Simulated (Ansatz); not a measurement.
# C₂H₅ClOSi: up Jacob's ladder to CCSD(T)

How much do the methods differ for C₂H₅ClOSi? The plan is to run it at one geometry with functionals of several rungs and with coupled cluster. The yardstick is the atomisation energy at the CCSD(T) limit.

Program: Ansatz 0.2.0, Gaussian basis. Level of theory: functionals in def2-TZVPP, the program's frozen cores in correlated methods. These are calculated values, not measurements.

Levels to be run: PBE-D4, r2SCAN-D4, PBE0-D4, B3LYP-D4, ωB97X-V, ωB97M-V, B2PLYP; CCSD(T)/def2-TZVPP; MP2/def2-QZVPP; extrapolation to the limit.

## (1) Structure used throughout

All runs share one geometry, relaxed beforehand with PBE0-D4 in a triple-zeta def2 set.

SMILES `O/C([SiH3])=C\Cl`, 10 atoms, charge 0, spin multiplicity 1.

Atoms are counted from 1 here; the program's logs count them from 0.

Bond lengths: O1–C2 1.350 Å, O1–H6 0.969 Å, C2–Si3 1.875 Å, C2–C4 1.335 Å, Si3–H7 1.484 Å, Si3–H8 1.484 Å, Si3–H9 1.484 Å, C4–Cl5 1.729 Å, C4–H10 1.079 Å. Angles: C2–O1–H6 108.5°, O1–C2–Si3 115.6°, O1–C2–C4 123.8°, Si3–C2–C4 120.7°, C2–Si3–H7 107.3°, C2–Si3–H8 109.9°, C2–Si3–H9 109.9°, H7–Si3–H8 110.3°, H7–Si3–H9 110.3°, H8–Si3–H9 109.2°, C2–C4–Cl5 120.9°, C2–C4–H10 123.9°, Cl5–C4–H10 115.2°.

## (2) PBE-D4 (GGA)

in.yaml reads:

```yaml
crystal:
  periodic: [false, false, false]
  atoms:
    - {symbol: O, position_ang: [-1.619544, -0.096701, 0.511776]}
    - {symbol: C, position_ang: [-0.355643, 0.152358, 0.109369]}
    - {symbol: Si, position_ang: [0.714956, -1.359875, -0.180242]}
    - {symbol: C, position_ang: [0.134161, 1.379303, -0.080207]}
    - {symbol: Cl, position_ang: [-0.847513, 2.777951, 0.184832]}
    - {symbol: H, position_ang: [-2.077634, 0.749353, 0.629715]}
    - {symbol: H, position_ang: [2.050311, -0.878541, -0.612213]}
    - {symbol: H, position_ang: [0.109322, -2.212921, -1.233199]}
    - {symbol: H, position_ang: [0.831064, -2.143972, 1.074708]}
    - {symbol: H, position_ang: [1.143621, 1.581746, -0.401641]}
basis:
  gaussian: {orbitals: def2-TZVPP}
hamiltonian: {xc: pbe, dispersion: d4}
output: {forces: true, orbitals: {seedname: orbitals}}
```

Launch:

```
ansatz run in.yaml --threads 4 --pin off --events-out ev --progress --plain --max-ram 10444MiB
```

After this run come: r2SCAN-D4 (meta-GGA); PBE0-D4 (hybrid); B3LYP-D4 (hybrid); ωB97X-V (range-separated); ωB97M-V (range-separated); B2PLYP (double hybrid); CCSD(T) in def2-TZVPP; MP2 in def2-QZVPP.

Before running them: what should the planned runs give, taken together? Wanted: atomisation energy, CCSD(T)/CBS; farthest; mean size of error, hybrid; mean size of error, range-separated; gap, smallest and largest; T1 diagnostic; triples share of the correlation energy.

As calculated:

| quantity | value |
| --- | --- |
| atomisation energy, CCSD(T)/CBS | 37.234 eV |
| functionals within 0.186 eV (0.5 %) | r2SCAN-D4, PBE0-D4, B3LYP-D4, ωB97X-V, ωB97M-V |
| farthest | PBE-D4 (+0.934 eV) |
| mean size of error, hybrid | 0.095 eV |
| mean size of error, range-separated | 0.109 eV |
| gap, smallest and largest | 4.58 eV (PBE-D4), 11.17 eV (ωB97X-V) |
| T1 diagnostic | 0.0126 |
| triples share of the correlation energy | 4.2 % |

PBE-D4 misses by +0.934 eV. Double hybrids carry the basis error of their MP2 part in triple zeta, and no dispersion term here, so their miss is partly the set-up's. Misses under about 0.186 eV are within the doubt on the reference itself, which lacks core-valence correlation, relativity and higher excitations. Hartree-Fock recovers 71 % of the binding; the rest is correlation. Orbital gaps span 4.6 to 11.2 eV; exact exchange widens them.
